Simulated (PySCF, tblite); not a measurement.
# C₄H₁₁F₃N₂Si: geometry, infrared bands and NMR shifts

What infrared bands and NMR shifts should C₄H₁₁F₃N₂Si (`N[SiH](N)CCCC(F)(F)F`) show?

The runs use tblite 0.8.0 and PySCF 2.14.0, with density-fitted response routines of our own; the level of theory stands in each step. All values are computed, except where a source is named. Atoms are numbered from 0 throughout.

**1. The starting structure**

21 atoms, charge 0, multiplicity 1; geometry from: force field or distance geometry start.

Bonds of the start (Å): N0–Si1 1.70, Si1–N2 1.68, Si1–C3 1.85, C3–C4 1.52, C4–C5 1.53, C5–C6 1.51, C6–F7 1.35, C6–F8 1.35, C6–F9 1.34, N0–H10 1.02, N0–H11 1.00, Si1–H12 1.45, N2–H13 1.01, N2–H14 1.01, C3–H15 1.10, C3–H16 1.11, C4–H17 1.11, C4–H18 1.10, C5–H19 1.09, C5–H20 1.10.

**2. Relaxing the molecule with GFN2-xTB**

The job: settings as JSON, then the geometry in Å.

```
{"job": {"kind": "relax", "xc": "GFN2-xTB", "basis": "xTB"}, "charge": 0, "multiplicity": 1}
N      3.256000    -0.574500     0.817300
Si     2.009000     0.149800    -0.083800
N      2.225000     1.691700     0.544300
C      0.346000    -0.565300     0.286700
C     -0.843300     0.098300    -0.396800
C     -2.169500    -0.567700    -0.021700
C     -3.346100     0.077500    -0.717700
F     -3.455100     1.384300    -0.387800
F     -4.491100    -0.542900    -0.354600
F     -3.239300    -0.019100    -2.051900
H      3.243400    -1.577800     0.654500
H      4.141700    -0.250500     0.471000
H      2.396500     0.114300    -1.480200
H      3.110500     2.069600     0.227300
H      2.301700     1.614900     1.552900
H      0.356400    -1.633500     0.032600
H      0.182400    -0.537200     1.382500
H     -0.712400     0.044700    -1.492900
H     -0.882400     1.167200    -0.131900
H     -2.126400    -1.629700    -0.273200
H     -2.312000    -0.497400     1.069900
```

Command:

```bash
$ OMP_NUM_THREADS=1 python probes_run.py task.json out
```

This one command runs all jobs of the session in turn.

Output:

```text
step      E/eV     max force
  0    -978.76946    2.322
  1    -978.93058    1.408
  2    -979.00929    0.887
  3    -979.08879    0.667
  4    -979.13665    0.540
  5    -979.19664    0.548
  6    -979.24231    0.520
  7    -979.28003    0.419
  8    -979.30459    0.339
  9    -979.32335    0.391
 10    -979.33982    0.333
 11    -979.35114    0.279
 12    -979.35939    0.253
 13    -979.36725    0.235
 14    -979.37457    0.231
 15    -979.38112    0.193
 16    -979.38745    0.187
 17    -979.39462    0.232
 18    -979.40248    0.262
 19    -979.40900    0.172
 20    -979.41327    0.138
 21    -979.41650    0.141
 22    -979.41959    0.148
 23    -979.42284    0.135
 24    -979.42578    0.144
 25    -979.42811    0.105
 26    -979.42971    0.084
 27    -979.43059    0.064
 28    -979.43103    0.037
 29    -979.43139    0.049
 30    -979.43185    0.076
 31    -979.43234    0.071
 32    -979.43279    0.047
 33    -979.43318    0.045
 34    -979.43358    0.053
 35    -979.43398    0.060
 36    -979.43433    0.045
 37    -979.43462    0.038
 38    -979.43489    0.035
 39    -979.43515    0.049
 40    -979.43539    0.040
 41    -979.43558    0.027
 42    -979.43577    0.035
 43    -979.43599    0.043
 44    -979.43622    0.037
 45    -979.43641    0.038
 46    -979.43659    0.037
 47    -979.43681    0.040
 48    -979.43710    0.053
 49    -979.43737    0.056
 50    -979.43758    0.044
 51    -979.43779    0.049
 52    -979.43806    0.067
 53    -979.43838    0.061
 54    -979.43862    0.035
 55    -979.43876    0.029
 56    -979.43886    0.028
 57    -979.43898    0.031
 58    -979.43917    0.036
 59    -979.43937    0.027
 60    -979.43958    0.036
 61    -979.43975    0.031
 62    -979.43987    0.022
 63    -979.43995    0.024
 64    -979.44001    0.016
 65    -979.44005    0.013
 66    -979.44008    0.011
 67    -979.44010    0.008
```

It took 0.48 s on 1 thread of Arm Neoverse V2, shared host; peak memory 0.18 GiB.

Step by step: (not every step is listed)

| step | energy from step 0 (eV) | largest force (eV/Å) |
| --- | --- | --- |
| 0 | 0.0000 | 2.3220 |
| 1 | -0.1611 | 1.4084 |
| 2 | -0.2398 | 0.8866 |
| 3 | -0.3193 | 0.6674 |
| 4 | -0.3672 | 0.5403 |
| 5 | -0.4272 | 0.5482 |
| 6 | -0.4728 | 0.5200 |
| 7 | -0.5106 | 0.4188 |
| 8 | -0.5351 | 0.3393 |
| 13 | -0.5978 | 0.2355 |
| 18 | -0.6330 | 0.2621 |
| 23 | -0.6534 | 0.1348 |
| 28 | -0.6616 | 0.0371 |
| 33 | -0.6637 | 0.0453 |
| 38 | -0.6654 | 0.0351 |
| 43 | -0.6665 | 0.0429 |
| 48 | -0.6676 | 0.0528 |
| 53 | -0.6689 | 0.0613 |
| 58 | -0.6697 | 0.0358 |
| 62 | -0.6704 | 0.0222 |
| 63 | -0.6705 | 0.0236 |
| 64 | -0.6706 | 0.0159 |
| 65 | -0.6706 | 0.0128 |
| 66 | -0.6706 | 0.0112 |
| 67 | -0.6706 | 0.0082 |

Close pairs (by a distance rule), those that changed most:

| bond | before (Å) | after (Å) | change (Å) |
| --- | --- | --- | --- |
| Si1–C3 | 1.848 | 1.900 | +0.052 |
| Si1–N2 | 1.679 | 1.722 | +0.043 |
| N0–Si1 | 1.700 | 1.732 | +0.031 |
| Si1–H12 | 1.450 | 1.469 | +0.019 |
| C3–H16 | 1.108 | 1.090 | -0.018 |
| C4–H17 | 1.105 | 1.091 | -0.014 |
| C4–H18 | 1.102 | 1.091 | -0.011 |
| C5–H20 | 1.103 | 1.092 | -0.011 |

The next job starts from the end point, and lists it.

**3. Infrared spectrum with GFN2-xTB**

The job: settings as JSON, then the geometry in Å.

```
{"job": {"kind": "ir", "xc": "GFN2-xTB", "basis": "xTB"}, "charge": 0, "multiplicity": 1}
N      3.265541    -0.844231     0.671552
Si     2.080845     0.148138    -0.109799
N      2.067550     1.773520     0.459275
C      0.408193    -0.629546     0.346255
C     -0.750650     0.070366    -0.345766
C     -2.095054    -0.561248     0.025012
C     -3.240655     0.108529    -0.699076
F     -3.351615     1.412937    -0.404020
F     -4.428140    -0.447745    -0.391843
F     -3.127999     0.030731    -2.034366
H      3.190752    -1.845911     0.601743
H      4.234475    -0.575307     0.613229
H      2.230366     0.273366    -1.565862
H      2.837522     2.376263     0.222223
H      1.778298     1.953788     1.407154
H      0.403175    -1.684385     0.070718
H      0.258384    -0.591164     1.425260
H     -0.617120     0.013194    -1.427073
H     -0.757232     1.125194    -0.068761
H     -2.111185    -1.618980    -0.245982
H     -2.284371    -0.470566     1.096482
```

Output:

```text
mode    cm-1     km/mol
  1      22.4      0.05
  2      41.3      0.04
  3      71.1      0.43
  4      88.0      1.16
  5     105.9      0.56
  6     150.3      0.48
  7     166.5     16.09
  8     176.0      1.09
  9     218.6     17.16
 10     249.8      4.28
 11     265.7     17.96
 12     297.4      6.93
 13     332.0      0.87
 14     393.8     10.62
 15     476.4      8.75
 16     504.2     25.50
 17     512.1    102.06
 18     541.9    271.97
 19     586.9     42.86
 20     643.3     70.99
 21     690.9    110.52
 22     728.9     15.41
 23     742.7     39.73
 24     783.1      8.75
 25     804.6      6.52
 26     827.2    123.28
 27     833.6     11.42
 28     877.2    262.75
 29     935.8    218.60
 30     960.4     16.50
 31    1025.3    191.61
 32    1035.3    251.52
 33    1067.2     61.72
 34    1103.5     10.51
 35    1164.3    115.89
 36    1193.5    202.16
 37    1227.5     60.93
 38    1245.2     22.12
 39    1287.5      2.44
 40    1303.9     12.12
 41    1361.9     17.93
 42    1448.9      4.81
 43    1493.3      1.71
 44    1496.4      2.66
 45    1526.5     34.90
 46    1528.9     65.02
 47    2196.3    329.91
 48    2979.3     26.86
 49    2986.4      5.68
 50    2992.7      4.80
 51    2997.3     26.15
 52    3000.2     73.38
 53    3008.8     50.78
 54    3476.2      0.71
 55    3478.9      1.39
 56    3510.0      2.03
 57    3514.8      4.02
```

Wall time 0.78 s (1 thread of Arm Neoverse V2, shared host); peak memory 0.18 GiB.

The strongest bands and the atoms that carry them (share of the mass-weighted mode):

| cm⁻¹ | km/mol | atoms |
| --- | --- | --- |
| 542 | 272.0 | H11 34 %, H10 31 %, N0 16 % |
| 827 | 123.3 | H14 27 %, N2 15 %, H13 13 %, N0 12 % |
| 877 | 262.8 | Si1 31 %, N0 23 %, H11 16 % |
| 936 | 218.6 | Si1 35 %, N2 23 % |
| 1025 | 191.6 | C6 19 %, H16 15 %, H20 13 %, H15 13 % |
| 1035 | 251.5 | C6 53 %, F8 19 % |
| 1194 | 202.2 | C6 69 % |
| 2196 | 329.9 | H12 97 % |

**4. Nuclear shieldings: PBE0/pcSseg-1**

Same as in step 3 but for these lines:

```diff
@@ -1,2 +1,2 @@
-{"job": {"kind": "ir", "xc": "GFN2-xTB", "basis": "xTB"}, "charge": 0, "multiplicity": 1}
+{"job": {"kind": "nmr", "xc": "PBE0", "basis": "pcSseg-1"}, "charge": 0, "multiplicity": 1}
 N      3.265541    -0.844231     0.671552
```

With the program's defaults for keys left out, this is: GIAO PBE0/pcSseg-1 NMR shielding, non-relativistic, gas phase.

Output:

```text
coarse grid: 18176 points
cycle   1  E = -856.6051472068  dE =  1.240e+00  |g| = 1.046e+00  |ddm| = 3.999e+00
cycle   2  E = -856.4397541286  dE =  1.654e-01  |g| = 1.471e+00  |ddm| = 1.498e+00
cycle   3  E = -856.8066239935  dE = -3.669e-01  |g| = 7.522e-02  |ddm| = 8.990e-01
cycle   4  E = -856.8074281273  dE = -8.041e-04  |g| = 4.243e-02  |ddm| = 8.091e-02
cycle   5  E = -856.8077926027  dE = -3.645e-04  |g| = 7.216e-03  |ddm| = 3.546e-02
cycle   6  E = -856.8078034769  dE = -1.087e-05  |g| = 1.936e-03  |ddm| = 8.081e-03
cycle   7  E = -856.8078042021  dE = -7.251e-07  |g| = 4.345e-04  |ddm| = 1.624e-03
final grid: 172648 points
cycle   8  E = -856.8788044444  dE = -5.895e-05  |g| = 1.071e-02  |ddm| = 2.966e-02
cycle   9  E = -856.8787892542  dE =  1.519e-05  |g| = 1.407e-02  |ddm| = 1.876e-02
cycle  10  E = -856.8788294552  dE = -4.020e-05  |g| = 7.748e-04  |ddm| = 1.009e-02
cycle  11  E = -856.8788295483  dE = -9.314e-08  |g| = 2.834e-04  |ddm| = 7.280e-04
cycle  12  E = -856.8788295618  dE = -1.347e-08  |g| = 7.587e-05  |ddm| = 2.289e-04
cycle  13  E = -856.8788295630  dE = -1.217e-09  |g| = 1.580e-05  |ddm| = 7.265e-05
cycle  14  E = -856.8788295630  dE = -5.070e-11  |g| = 3.673e-06  |ddm| = 1.595e-05
converged SCF energy = -856.8788295630

GIAO shielding tensors (ppm)
atom      isotropic    diamagn.    paramagn.     s11        s22        s33       span
  0 N      235.520     315.999     -80.479    203.839    242.708    260.014     56.174
  1 Si     369.837     880.118    -510.282    336.754    371.479    401.277     64.523
  2 N      243.361     316.964     -73.603    220.964    238.526    270.592     49.628
  3 C      169.258     255.897     -86.639    156.447    163.098    188.229     31.782
  4 C      166.224     253.077     -86.853    155.445    168.940    174.288     18.843
  5 C      143.577     249.360    -105.783    121.337    139.248    170.146     48.810
  6 C       50.855     245.996    -195.142     46.073     48.438     58.053     11.980
  7 F      260.261     475.155    -214.894    169.873    266.543    344.367    174.493
  8 F      249.130     467.073    -217.942    157.741    243.858    345.792    188.050
  9 F      260.689     474.556    -213.867    170.037    267.138    344.892    174.854
 10 H       31.282      31.233       0.049     23.894     28.278     41.673     17.779
 11 H       31.318      27.890       3.428     24.277     27.040     42.635     18.358
 12 H       26.657      30.891      -4.234     23.341     25.192     31.438      8.097
 13 H       31.035      29.196       1.838     24.162     26.291     42.651     18.489
 14 H       31.255      32.552      -1.297     24.560     27.614     41.590     17.031
 15 H       31.404      34.867      -3.463     26.097     31.728     36.387     10.289
 16 H       31.215      35.122      -3.907     26.878     31.069     35.698      8.820
 17 H       30.145      34.865      -4.720     23.771     32.151     34.513     10.742
 18 H       29.869      35.223      -5.354     22.862     32.810     33.935     11.073
 19 H       29.779      30.703      -0.924     25.379     30.500     33.457      8.077
 20 H       29.700      30.978      -1.278     25.504     30.298     33.297      7.793
```

Run time: 49 s. Hardware: 1 thread of Arm Neoverse V2, shared host; peak memory 1.1 GiB.

Shifts follow as δ = σ(reference) − σ, with reference shieldings (ppm) from runs at the same level and on the same kind of geometry: 1H TMS 31.72, 13C TMS 186.9, 29Si TMS 349.2, 19F CFCl3 170.9, 15N NH3 267.7. The references are single molecules in the gas phase, so shifts against H2O, NH3, PH3, H3PO4 or CFCl3 are not on the usual liquid scales and can be off by tens of ppm. Atoms listed in one row are averaged.

| atoms | environment | σ (ppm) | δ (ppm) | δ scaled to CDCl3 |
| --- | --- | --- | --- | --- |
| C6 | CF3 carbon | 50.9 | 136.1 | 130.9 |
| C5 | sp3 CH2 | 143.6 | 43.3 | 40.4 |
| C4 | sp3 CH2 | 166.2 | 20.7 | 18.3 |
| C3 | sp3 CH2 bonded to Si | 169.3 | 17.7 | 15.3 |
| H12 | hydrogen on a silicon bonded to C, 2 N | 26.66 | 5.06 | – |
| H19, H20 | hydrogen on an sp3 CH2 | 29.74 | 1.98 | 1.97 |
| H17, H18 | hydrogen on an sp3 CH2 | 30.01 | 1.71 | 1.72 |
| H10, H11, H13, H14 | hydrogen on a nitrogen bonded to Si | 31.22 | 0.49 | – |
| H15, H16 | hydrogen on an sp3 CH2 bonded to Si | 31.31 | 0.41 | 0.49 |
| N0, N2 | nitrogen bonded to Si, 2 H | 239.4 | 28.3 | – |
| Si1 | silicon bonded to C, 2 N, H | 369.8 | -20.7 | – |
| F7, F8, F9 | fluorine of a CF3 group | 256.7 | -85.7 | – |

The scaled column applies a straight-line fit of computed shieldings to shifts measured in CDCl3, and one for carbons that bear F (root-mean-square error 0.16 ppm for H, 1.9 ppm for C).

Charges from the same density, by scheme (e):

| atoms | Mulliken | IAO | Hirshfeld | ESP fit |
| --- | --- | --- | --- | --- |
| N0, N2 | -0.63 | -0.85 | -0.32 | -1.13 |
| Si1 | 0.97 | 1.14 | 0.41 | 0.93 |
| C3 | -0.55 | -0.55 | -0.16 | -0.35 |
| C4 | -0.29 | -0.25 | -0.07 | 0.26 |
| C5 | -0.27 | -0.30 | -0.09 | -0.46 |
| C6 | 0.79 | 0.81 | 0.26 | 0.65 |
| F7, F8, F9 | -0.28 | -0.29 | -0.10 | -0.22 |

Mayer bond orders: N0–Si1 1.03, Si1–N2 1.05, Si1–C3 0.88, C3–C4 1.04, C4–C5 1.01, C5–C6 1.04, C6–F7 0.99, C6–F8 0.99, C6–F9 0.99.

**5. Outcome**

| quantity | value |
| --- | --- |
| strongest single infrared mode (GFN2-xTB) | 2196 cm⁻¹, 330 km/mol |
| zero-point energy (GFN2-xTB) | 98.2 kcal/mol |
| 13C shifts against TMS (PBE0/pcSseg-1) | 136.1, 43.3, 20.7, 17.7 ppm |
| 1H shifts against TMS (PBE0/pcSseg-1, means over atoms taken as alike) | 5.06, 1.98, 1.71, 0.49, 0.41 ppm |
| 15N shifts against NH3 (PBE0/pcSseg-1, means over atoms taken as alike) | 28.3 ppm |
| 29Si shifts against TMS (PBE0/pcSseg-1) | -20.7 ppm |
| 19F shifts against CFCl3 (PBE0/pcSseg-1, means over atoms taken as alike) | -85.7 ppm |

What this shows: Over 67 steps the energy fell by 0.671 eV; of the close pairs, Si1–C3 changed most, 1.848 to 1.900 Å. No mode is imaginary among the 57: a minimum at this level. The strongest single mode, at 2196 cm⁻¹, moves mainly H12. Unscaled tight-binding wavenumbers are off by several per cent, some by more. Its intensities can rank the bands wrongly. At PBE0/pcSseg-1: The widest tensor belongs to F7, F8, F9: span 179 ppm, with a paramagnetic part of -216 ppm.
